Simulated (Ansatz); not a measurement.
# CH₆AsNO: a ladder of functionals and wavefunction methods

How much do the methods differ for CH₆AsNO? The plan is to run it at one geometry with functionals of several rungs and with coupled cluster, and see how far each lands from CCSD(T) at the basis-set limit for the atomisation energy.

Computed with Ansatz 0.2.0, Gaussian basis. Level: functionals in def2-TZVPP, the program's frozen cores in correlated methods.

The runs, in order: PBE-D4, r2SCAN-D4, PBE0-D4, B3LYP-D4, ωB97X-V, ωB97M-V, B2PLYP; CCSD(T)/def2-TZVPP; MP2/def2-QZVPP; extrapolation to the limit.

### Step 1. The relaxed structure

All runs share one geometry, relaxed beforehand with PBE0-D4 in a triple-zeta def2 set.

SMILES `CN[AsH]O`, 10 atoms, charge 0, spin multiplicity 1.

Atoms are counted from 1 here; the program's logs count them from 0.

Bond lengths: C1–N2 1.450 Å, C1–H5 1.096 Å, C1–H6 1.093 Å, C1–H7 1.093 Å, N2–As3 1.820 Å, N2–H8 1.010 Å, As3–O4 1.813 Å, As3–H9 1.525 Å, O4–H10 0.961 Å. Angles: N2–C1–H5 113.7°, N2–C1–H6 109.9°, N2–C1–H7 109.0°, H5–C1–H6 108.6°, H5–C1–H7 107.6°, H6–C1–H7 107.7°, C1–N2–As3 121.4°, C1–N2–H8 113.0°, As3–N2–H8 112.0°, N2–As3–O4 103.8°, N2–As3–H9 93.1°, O4–As3–H9 91.1°, As3–O4–H10 108.7°.

Coordinates:

```xyz
10
charge 0, multiplicity 1
C     0.1853    1.2875   -0.0088
N    -0.9050    0.3432   -0.1557
As   -0.5975   -1.4090   -0.5405
O     0.7761   -1.8578    0.5552
H     0.8191    1.0974    0.8648
H    -0.2095    2.3047    0.0605
H     0.8212    1.2376   -0.8961
H    -1.6222    0.4567    0.5464
H     0.3727   -1.0756   -1.6690
H     0.4427   -2.4359    1.2461
```

### Step 2. PBE-D4 (GGA)

Input file in.yaml:

```yaml
crystal:
  periodic: [false, false, false]
  atoms:
    - {symbol: C, position_ang: [0.185290, 1.287468, -0.008849]}
    - {symbol: N, position_ang: [-0.905025, 0.343244, -0.155650]}
    - {symbol: As, position_ang: [-0.597480, -1.408988, -0.540487]}
    - {symbol: O, position_ang: [0.776116, -1.857805, 0.555218]}
    - {symbol: H, position_ang: [0.819138, 1.097402, 0.864767]}
    - {symbol: H, position_ang: [-0.209496, 2.304661, 0.060512]}
    - {symbol: H, position_ang: [0.821197, 1.237610, -0.896067]}
    - {symbol: H, position_ang: [-1.622195, 0.456707, 0.546350]}
    - {symbol: H, position_ang: [0.372706, -1.075609, -1.669047]}
    - {symbol: H, position_ang: [0.442750, -2.435890, 1.246053]}
basis:
  gaussian: {orbitals: def2-TZVPP}
hamiltonian: {xc: pbe, dispersion: d4}
output: {forces: true, orbitals: {seedname: orbitals}}
```

Launch:

```console
$ ansatz run in.yaml --threads 4 --pin off --events-out ev --progress --plain --max-ram 10444MiB
```

Further steps of the session: r2SCAN-D4 (meta-GGA); PBE0-D4 (hybrid); B3LYP-D4 (hybrid); ωB97X-V (range-separated); ωB97M-V (range-separated); B2PLYP (double hybrid); CCSD(T) in def2-TZVPP; MP2 in def2-QZVPP.

**Question.** What will the summary of the whole plan be? Wanted: atomisation energy, CCSD(T)/CBS; farthest; mean size of error, hybrid; mean size of error, range-separated; gap, smallest and largest; T1 diagnostic; triples share of the correlation energy.

The runs gave:

| quantity | value |
| --- | --- |
| atomisation energy, CCSD(T)/CBS | 802.2 kcal/mol |
| functionals within 8.0 kcal/mol (1.0 %) | r2SCAN-D4, PBE0-D4, B3LYP-D4, ωB97X-V, ωB97M-V |
| farthest | PBE-D4 (+19.2 kcal/mol) |
| mean size of error, hybrid | 3.7 kcal/mol |
| mean size of error, range-separated | 3.8 kcal/mol |
| gap, smallest and largest | 4.88 eV (PBE-D4), 11.53 eV (ωB97X-V) |
| T1 diagnostic | 0.0121 |
| triples share of the correlation energy | 3.7 % |

What this shows: PBE-D4 is off by +19.2 kcal/mol. Double hybrids carry the basis error of their MP2 part in triple zeta, and no dispersion term here, so their miss is partly the set-up's. The reference freezes the cores and leaves out relativity and excitations past (T), and its outer-core shells are covered unevenly, so misses under about 8.0 kcal/mol can't be ranked. Hartree-Fock recovers 66 % of the binding; the rest is correlation. Orbital gaps span 4.9 to 11.5 eV; exact exchange widens them. Correlated methods include outer-core shells of As, which these sets cover unevenly.
